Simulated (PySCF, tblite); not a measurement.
# C₄H₉BO: geometry, infrared bands and NMR shifts

Aim: predict the infrared bands and NMR shifts of C₄H₉BO (`C=C(C)BOC`).

Programs: tblite 0.8.0 and PySCF 2.14.0, with density-fitted response routines of our own. Each step states its level of theory. These are calculated values for one molecule in the gas phase, unless marked as measured. Atoms count from 0, in the outputs and in this text.

## 1. The starting structure

15 atoms, charge 0, multiplicity 1; geometry from: force field or distance geometry start.

Bonds of the start (Å): C0–C1 1.33, C1–C2 1.46, C1–B3 1.58, B3–O4 1.45, O4–C5 1.40, C0–H6 1.09, C0–H7 1.08, C2–H8 1.12, C2–H9 1.11, C2–H10 1.12, B3–H11 1.20, C5–H12 1.13, C5–H13 1.10, C5–H14 1.11.

## 2. Geometry optimisation with GFN2-xTB

Job settings and geometry (Å):

```
{"job": {"kind": "relax", "xc": "GFN2-xTB", "basis": "xTB"}, "charge": 0, "multiplicity": 1}
C     -1.755000    -1.458700    -0.303300
C     -1.051100    -0.333500    -0.374900
C     -1.604700     1.016800    -0.401800
B      0.518400    -0.524900    -0.405400
O      1.406800     0.502000    -0.906400
C      2.507200     0.522600    -0.045200
H     -2.846400    -1.466200    -0.278200
H     -1.263200    -2.422200    -0.271700
H     -2.474800     1.140000     0.290500
H     -1.896300     1.238400    -1.453700
H     -0.832400     1.775900    -0.117800
H      1.031900    -1.477700     0.111100
H      2.496000    -0.453700     0.518200
H      3.466700     0.616500    -0.573700
H      2.292500     1.332700     0.684900
```

Run with:

```console
$ OMP_NUM_THREADS=1 python probes_run.py task.json out
```

This one command runs all jobs of the session in turn.

**Question.** This job is followed by: GFN2-xTB harmonic vibrations, gas phase; GIAO PBE0/pcSseg-1 NMR shielding, non-relativistic, gas phase. Predict these results of the whole session: strongest single infrared mode (GFN2-xTB); zero-point energy (GFN2-xTB); 13C shifts against TMS (PBE0/pcSseg-1); 1H shifts against TMS (PBE0/pcSseg-1, means over atoms taken as alike); 11B shifts against BF3·OEt2 (PBE0/pcSseg-1); 17O shifts against H2O (PBE0/pcSseg-1).

As calculated:

| quantity | value |
| --- | --- |
| strongest single infrared mode (GFN2-xTB) | 1325 cm⁻¹, 369 km/mol |
| zero-point energy (GFN2-xTB) | 77.0 kcal/mol |
| 13C shifts against TMS (PBE0/pcSseg-1) | 157.8, 143.4, 62.7, 25.0 ppm |
| 1H shifts against TMS (PBE0/pcSseg-1, means over atoms taken as alike) | 6.32, 5.96, 5.10, 4.31, 1.93 ppm |
| 11B shifts against BF3·OEt2 (PBE0/pcSseg-1) | 41.3 ppm |
| 17O shifts against H2O (PBE0/pcSseg-1) | 180.4 ppm |

Relaxing lowered the energy by 0.934 eV in 107 steps; the close pair that moved most is B3–O4, from 1.447 to 1.332 Å. All 39 modes are real, so the xTB geometry is a minimum. The strongest single mode, at 1325 cm⁻¹, moves mainly B3 and O4. Unscaled tight-binding wavenumbers are off by several per cent, some by more. Its intensities can rank the bands wrongly. The most deshielded carbon is C1 (fully substituted alkene carbon), at 157.8 ppm: the olefinic region. At PBE0/pcSseg-1: The widest tensor belongs to O4: span 422 ppm, with a paramagnetic part of -243 ppm.
